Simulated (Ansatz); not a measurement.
# KCdF3: a tetragonal deformation path

The task here is to estimate one member of a computed series from the others.

Computed with Ansatz 0.2.0 (DFT LDA, scalar-relativistic, plane waves, PAW, unless a step's input says otherwise).

### The starting structure

The structure is cubic, space group Pm-3m (No. 221). The conventional cell has a = 4.382 Å, b = 4.382 Å, c = 4.382 Å, α = 90.00°, β = 90.00°, γ = 90.00°. K (site symmetry m-3m) is surrounded by 12 F at 3.10 Å. Around Cd (site symmetry m-3m) lie 6 F at 2.19 Å. F (site symmetry 4/mmm) has 2 Cd at 2.19 Å and 4 K at 3.10 Å as nearest neighbours.

As a file:

```xyz
5
Lattice="4.3821 0.0000 0.0000 0.0000 4.3821 0.0000 0.0000 0.0000 4.3821" Properties=species:S:1:pos:R:3 pbc="T T T"
K     0.0000    0.0000    0.0000
Cd    2.1910    2.1910    2.1910
F     0.0000    2.1910    2.1910
F     2.1910    0.0000    2.1910
F     2.1910    2.1910    0.0000
```

It goes back to an entry of the Materials Project, which need not be the stable form.

The cell is taken as given, not relaxed at this level.

Set-up of the first run:

At fixed volume and fractional coordinates, lengths along (0.000, 0.000, 1.000) are scaled against those across it; ρ is that ratio over its starting value.

input.yaml reads:

```yaml
crystal:
  lattice:
    - [4.9189762369, 0.0, 0.0]
    - [0.0, 4.9189762369, 0.0]
    - [0.0, 0.0, 3.4777161995]
  atoms:
    - { symbol: K, position: [0.0, 0.0, 0.0] }
    - { symbol: Cd, position: [0.5, 0.5, 0.5] }
    - { symbol: F, position: [0.0, 0.5, 0.5] }
    - { symbol: F, position: [0.5, 0.0, 0.5] }
    - { symbol: F, position: [0.5, 0.5, 0.0] }
basis:
  ecutwfc: 420
kpoints:
  mp_grid: { grid: [6, 6, 6] }
hamiltonian:
  xc: lda
scf:
  occupations: { method: gaussian, width: 0.05 }
output:
  forces: true
  stress: true
  eigenvalues: true
```

Steps of the session up to this table: Point ρ = 0.707; Point ρ = 1.414; At ρ = 0.850; At ρ = 1.200; ρ = 0.780; Point ρ = 1.300; At ρ = 0.920; ρ = 1.100; Point ρ = 0.650; At ρ = 1.500; At ρ = 0.960; Point ρ = 1.050.

One table of the session follows, with a row left open; its other results are not shown here.

It belongs to the step «The scan collected». Collected from the runs (energy zero: the undisturbed cell):

| ρ | ΔE (meV/atom) | pressure (GPa) | gap on the mesh (eV) |
| --- | --- | --- | --- |
| 0.650 | 1050.1 | 23.7 | 2.54 |
| 0.707 | 579.7 | 12.7 | 2.38 |
| 0.780 | 249.7 | 4.1 | 2.33 |
| 0.850 | 92.9 | -0.4 | 2.42 |
| 0.920 | 21.8 | -2.7 | 2.58 |
| 0.960 | 4.9 | -3.3 | 2.69 |
| 1.000 | 0.0 | -3.5 | 2.81 |
| 1.050 | ? | ? | ? |
| 1.100 | 23.4 | -2.6 | 2.51 |
| 1.200 | 81.6 | 0.0 | 2.21 |
| 1.300 | 165.6 | 3.8 | 1.89 |
| 1.414 | 290.1 | 9.3 | 1.48 |
| 1.500 | 404.9 | 14.1 | 1.15 |

**Question.** Estimate the row for ρ = 1.050.

Worked estimate for «ΔE (meV/atom)». A straight line through the neighbours (1.000, 0.0) and (1.100, 23.4) gives 0.0 + (23.4 − 0.0) × (1.050 − 1.000) / (1.100 − 1.000) = 11.7; a parabola fitted to 4 rows on both sides gives 7.2.

As computed: ΔE (meV/atom): 6.4; pressure (GPa): -3.3; gap on the mesh (eV): 2.66. In «ΔE (meV/atom)» the line misses by +5.3 and the parabola by +0.8.
